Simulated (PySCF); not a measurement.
# H8NiP2 (trans-NiH2(PH3)2): the cost of one run

The runs use PySCF 2.14.0; levels as typed in each script, gas phase, geometry from GFN2-xTB.

**1. The starting structure**

11 atoms, charge 0, spin multiplicity 1.

Bond lengths: Ni1–H2 1.490 Å, Ni1–P3 2.104 Å, Ni1–H7 1.496 Å, Ni1–P8 2.104 Å, P3–H4 1.384 Å, P3–H5 1.383 Å, P3–H6 1.385 Å, P8–H9 1.384 Å, P8–H10 1.383 Å, P8–H11 1.385 Å. Angles: H2–Ni1–P3 90.6°, H2–Ni1–H7 180.0°, H2–Ni1–P8 90.5°, P3–Ni1–H7 89.4°, P3–Ni1–P8 179.0°, H7–Ni1–P8 89.6°, Ni1–P3–H4 123.5°, Ni1–P3–H5 114.9°, Ni1–P3–H6 124.5°, H4–P3–H5 96.2°, H4–P3–H6 95.1°, H5–P3–H6 96.1°, Ni1–P8–H9 123.5°, Ni1–P8–H10 115.0°, Ni1–P8–H11 124.4°, H9–P8–H10 96.2°, H9–P8–H11 95.1°, H10–P8–H11 96.1°.

Coordinates:

```xyz
11
charge 0, multiplicity 1
Ni   -0.0001    0.0121    0.0007
H    -0.0016    1.5023    0.0004
P     2.1041   -0.0068   -0.0089
H     2.8564   -0.9908   -0.6262
H     2.6920   -0.1279    1.2369
H     2.8954    1.0438   -0.4423
H     0.0025   -1.4836    0.0006
P    -2.1040   -0.0070    0.0078
H    -2.8562   -0.9912    0.6248
H    -2.6918   -0.1277   -1.2380
H    -2.8954    1.0434    0.4416
```

**2. Density, bond paths and surface potential (B3LYP/def2-tzvp)**

File input.py:

```python
import numpy as np
from pyscf import gto, scf, dft
from pyscf.scf import atom_ks, atom_hf
from scipy.linalg import block_diag

def solve(mol, dm0=None, hcore=None):
    mf = (dft.UKS if mol.spin else dft.RKS)(mol, xc='b3lyp')
    mf.grids.level = 3
    mf = mf.density_fit(auxbasis='def2-universal-jkfit')
    mf.conv_tol, mf.max_cycle = 1e-8, 80
    if hcore is not None:
        mf.get_hcore = lambda *args: hcore
    mf.kernel(dm0)
    if not mf.converged:
        mf = mf.newton().run(mf.mo_coeff, mf.mo_occ, max_cycle=30)
    assert mf.converged, 'SCF not converged'
    return mf

mol = gto.M(atom='''
Ni    -0.00013     0.01210     0.00067
H     -0.00163     1.50228     0.00036
P      2.10413    -0.00682    -0.00894
H      2.85642    -0.99082    -0.62622
H      2.69199    -0.12791     1.23688
H      2.89544     1.04376    -0.44232
H      0.00252    -1.48362     0.00064
P     -2.10397    -0.00697     0.00784
H     -2.85620    -0.99122     0.62482
H     -2.69182    -0.12771    -1.23801
H     -2.89536     1.04341     0.44156
''', basis='def2-tzvp', charge=0, spin=0, verbose=4)
mf = solve(mol)
mf.analyze()
# spherically averaged free atoms, for the promolecule
atm = atom_ks.get_atm_nrks(mol, xc='b3lyp')
pro = block_diag(*[(atm[a[0]][2] * atm[a[0]][3]) @ atm[a[0]][2].T for a in mol._atom])
np.savez('result.npz', e=mf.e_tot, c=mf.mo_coeff, occ=mf.mo_occ, eps=mf.mo_energy, pro=pro, dip=mf.dip_moment(verbose=0), s2=mf.spin_square()[0])
```

Run with:

```bash
OMP_NUM_THREADS=1 python input.py
```

**Question.** How long does this run take on 1 thread of Intel Xeon Platinum 8375C at 2.90GHz (Ice Lake), shared host, and how much memory does it need?

About 26 s, with a peak of 0.67 GiB.
